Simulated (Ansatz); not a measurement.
**NiS2: how the settings move a single-point run**

How sensitive is a single-point run of NiS2 to its settings? A reference run comes first, then five runs with altered input. The cell is built on a prototype (fluorite) and needn't be the phase found in nature.

Computed with Ansatz 0.2.0 (reference: DFT, r2SCAN, plane waves, PAW, unless a step's input says otherwise).

2 further runs of the same task are left out: 2 that didn't finish.

### Step 1. The structure to begin with

The structure is cubic, space group Fm-3m (No. 225). The conventional cell has a = 5.679 Å, b = 5.679 Å, c = 5.679 Å, α = 90.00°, β = 90.00°, γ = 90.00°. Ni (site symmetry m-3m) is surrounded by 8 S at 2.46 Å. S (site symmetry -43m) is surrounded by 4 Ni at 2.46 Å.

As a file:

```xyz
3
Lattice="0.0000 2.8397 2.8397 2.8397 0.0000 2.8397 2.8397 2.8397 0.0000" Properties=species:S:1:pos:R:3 pbc="T T T"
Ni    0.0000    0.0000    0.0000
S     1.4198    1.4198    1.4198
S     4.2595    4.2595    4.2595
```

### Step 2. The reference run

input.yaml

```yaml
crystal:
  lattice:
    - [0.0, 2.8396653299, 2.8396653299]
    - [2.8396653299, 0.0, 2.8396653299]
    - [2.8396653299, 2.8396653299, 0.0]
  atoms:
    - { symbol: Ni, position: [0.0, 0.0, 0.0] }
    - { symbol: S, position: [0.25, 0.25, 0.25] }
    - { symbol: S, position: [0.75, 0.75, 0.75] }
kpoints:
  mp_grid: { grid: [6, 6, 6] }
hamiltonian:
  xc: r2scan
scf:
  occupations: { method: fermi_dirac, width: 0.02 }
  n_extra_bands: 4
output:
  forces: true
  stress: true
  eigenvalues: true
  write_density: true
  write_potential: true
  elf: true
  volumetric_format: npy
```

Run with:

```bash
ansatz run input.yaml --threads 4 --pin off --max-ram 3686MiB --backend cpu --events-out ev --progress --plain --runs-dir out
```

### Step 3. A further run, with the input changed

input.yaml, as its differences from that of step 2:

```diff
@@ -16,2 +16,4 @@
   n_extra_bands: 4
+  convergence: { dr2_threshold: 0.0001 }
+  max_iter: 93
 output:
@@ -20,5 +22 @@
   eigenvalues: true
-  write_density: true
-  write_potential: true
-  elf: true
-  volumetric_format: npy
```

### Step 5. Changing settings: ecutwfc 300

input.yaml, as its differences from that of step 2:

```diff
@@ -20,5 +20,3 @@
   eigenvalues: true
-  write_density: true
-  write_potential: true
-  elf: true
-  volumetric_format: npy
+basis:
+  ecutwfc: 300
```

### Step 6. A run with other settings

input.yaml, as its differences from that of step 2:

```diff
@@ -14,3 +14,3 @@
 scf:
-  occupations: { method: fermi_dirac, width: 0.02 }
+  occupations: { method: fixed }
   n_extra_bands: 4
@@ -20,5 +20 @@
   eigenvalues: true
-  write_density: true
-  write_potential: true
-  elf: true
-  volumetric_format: npy
```

### Step 8. A further run, with the input changed

input.yaml, as its differences from that of step 2:

```diff
@@ -16,2 +16,3 @@
   n_extra_bands: 4
+  max_iter: 88
 output:
@@ -20,5 +21,4 @@
   eigenvalues: true
-  write_density: true
-  write_potential: true
-  elf: true
-  volumetric_format: npy
+magnetization:
+  spin_polarized: true
+  initial_magnetization: 0.5
```

### Step 10. Changing settings: xc_grid 3

input.yaml, as its differences from that of step 2:

```diff
@@ -20,5 +20,3 @@
   eigenvalues: true
-  write_density: true
-  write_potential: true
-  elf: true
-  volumetric_format: npy
+basis:
+  xc_grid: 3
```

(Steps that only read results are left out.)

What does the calculation give? Wanted: for each run, ending; energy change; pressure; gap; abs. moment; force.

The runs gave:

```
                                              run     ending         energy change  pressure (GPa)  gap (eV)  abs. moment (μB)  force (eV/Å)  cycles   time
                                        reference  converged                     0            -0.1      0.00              0.00          0.00       9  2.3 s
                          1: dr2_threshold 0.0001  converged          0.0 meV/atom            -0.1      0.00              0.00          0.00       7  1.8 s
                                   2: ecutwfc 300  converged        +90.0 meV/atom             0.2      0.00              0.00          0.00      10  1.3 s
      3: occupations.method fixed, width left out  converged  +84.2 meV/atom (σ→0)             2.1      0.00              0.00          0.00       9    2 s
4: spin_polarized true, initial_magnetization 0.5  converged        -31.7 meV/atom             1.1         -              1.15          0.00      19  4.9 s
                                     5: xc_grid 3  converged          0.0 meV/atom            -0.1      0.00              0.00          0.00       9  1.8 s
```

Times don't compare one to one where runs were asked for different outputs or read a saved state (see the inputs); cycles may leave out searches for a lower state.

Residual by cycle in the longest SCF loop of each run; runs are numbered as in the table. The quantity is the density residual dr2, in eV.

```
cycle  reference   run 1    run 2    run 3    run 4    run 5
    1      0.881   0.881    0.822    0.186     2.81    0.881
    3     0.0291  0.0291      1.4   0.0256    0.394   0.0291
    4     0.0264  0.0264    0.962  0.00257     0.06   0.0264
    6     1.2e-4  1.2e-4  0.00134   1.9e-4   0.0518   1.2e-4
    8     6.2e-8       -   5.7e-7   5.1e-8  0.00716   6.2e-8
    9    1.3e-10       -   9.9e-9  6.9e-10   9.5e-4  1.2e-10
   11          -       -        -        -   8.1e-5        -
   12          -       -        -        -   9.0e-5        -
   14          -       -        -        -   2.1e-6        -
   16          -       -        -        -   7.4e-7        -
   17          -       -        -        -   8.8e-8        -
   19          -       -        -        -   3.3e-9        -
```

**Reading.** Run 3 forced a fixed filling on bands that overlap, as the log warns, so it is not on the ground state. Run 2 ran under the cutoff that the potentials recommend, as the log warns, so basis error is mixed into its values, and swamps them where the cutoff is far short. Of the variants the dearest is «spin_polarized true, initial_magnetization 0.5» (4.9 s), the cheapest «ecutwfc 300» (1.3 s), on a shared host.
